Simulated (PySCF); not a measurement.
# RhH3 with other numerical set-ups

The method stays; parts of the set-up, such as the basis or the Hamiltonian, are changed.

Program: PySCF 2.14.0. Level of theory: method and basis as typed in the scripts. These are calculated values, not measurements.

2 further runs of the same task are left out: 2 that didn't finish.

### Step 1. Where the work starts

RhH3: 4 atoms, charge 0, spin multiplicity 1.

Bond lengths: Rh1–H2 1.505 Å, Rh1–H3 1.505 Å, Rh1–H4 1.505 Å. Angles: H2–Rh1–H3 83.1°, H2–Rh1–H4 83.1°, H3–Rh1–H4 83.1°.

### Step 2. The run that the others are compared with

Input file input.py:

```python
from pyscf import gto, dft

mol = gto.M(
    atom='Rh 0 0 0.0276; H 1.1519 0 -0.9404; H -0.576 0.9976 -0.9404; H -0.576 -0.9976 -0.9404',
    basis='lanl2dz',
    ecp={'Rh': 'lanl2dz'},
    charge=0,
    spin=0,
    symmetry=True,
    verbose=3,
)
mf = dft.RKS(mol, xc='bp86')
mf.kernel()
g = mf.nuc_grad_method()
g.grid_response = True
g.kernel()
mf.dip_moment()
print('orbital energies (hartree):', mf.mo_energy[..., max(0, mol.nelec[1]-3):mol.nelec[0]+3].round(4))
```

On the command line:

```bash
$ OMP_NUM_THREADS=1 python input.py
```

The log of this run is left out.

In short: E(SCF) = -111.338359 Eh, μ = 2.12 D.

### Step 3. Def2-svpd

Edit 1 changes basis set: lanl2dz → def2-svpd. The core potential changes with it: totals don't compare.

Input file input.py:

```python
from pyscf import gto, dft

mol = gto.M(
    atom='Rh 0 0 0.0276; H 1.1519 0 -0.9404; H -0.576 0.9976 -0.9404; H -0.576 -0.9976 -0.9404',
    basis='def2-svpd',
    ecp={'Rh': 'def2-svpd'},
    charge=0,
    spin=0,
    symmetry=True,
    verbose=3,
)
mf = dft.RKS(mol, xc='bp86')
mf.kernel()
g = mf.nuc_grad_method()
g.grid_response = True
g.kernel()
mf.dip_moment()
print('orbital energies (hartree):', mf.mo_energy[..., max(0, mol.nelec[1]-3):mol.nelec[0]+3].round(4))
```

On the command line:

```bash
$ OMP_NUM_THREADS=1 python input.py
```

### Step 4. Cartesian functions on

Edit 2 changes Cartesian functions: off → on.

input.py, as its differences from that of step 2:

```diff
@@ -9,2 +9,3 @@
     symmetry=True,
+    cart=True,
     verbose=3,
```

### Step 5. Integration grid 2

Edit 3 changes integration grid: default → 2.

input.py, as its differences from that of step 2:

```diff
@@ -12,2 +12,3 @@
 mf = dft.RKS(mol, xc='bp86')
+mf.grids.level = 2
 mf.kernel()
```

Q: Predict the outcome of this session. Wanted: for each run, E(SCF); from base; SCF dipole.

The runs gave:

```
                   run  E(SCF) (hartree)  from base (eV)  SCF dipole (D)  functions
                  base       -111.338359               0            2.12         28
             def2-svpd       -112.419863  not comparable            2.22         58
Cartesian functions on       -111.340201         -0.0501            2.11        n/a
    integration grid 2       -111.338353         +0.0002            2.12         28
```

Of the runs whose energies can be compared, “Cartesian functions on” moves the SCF energy most (-0.050 eV).
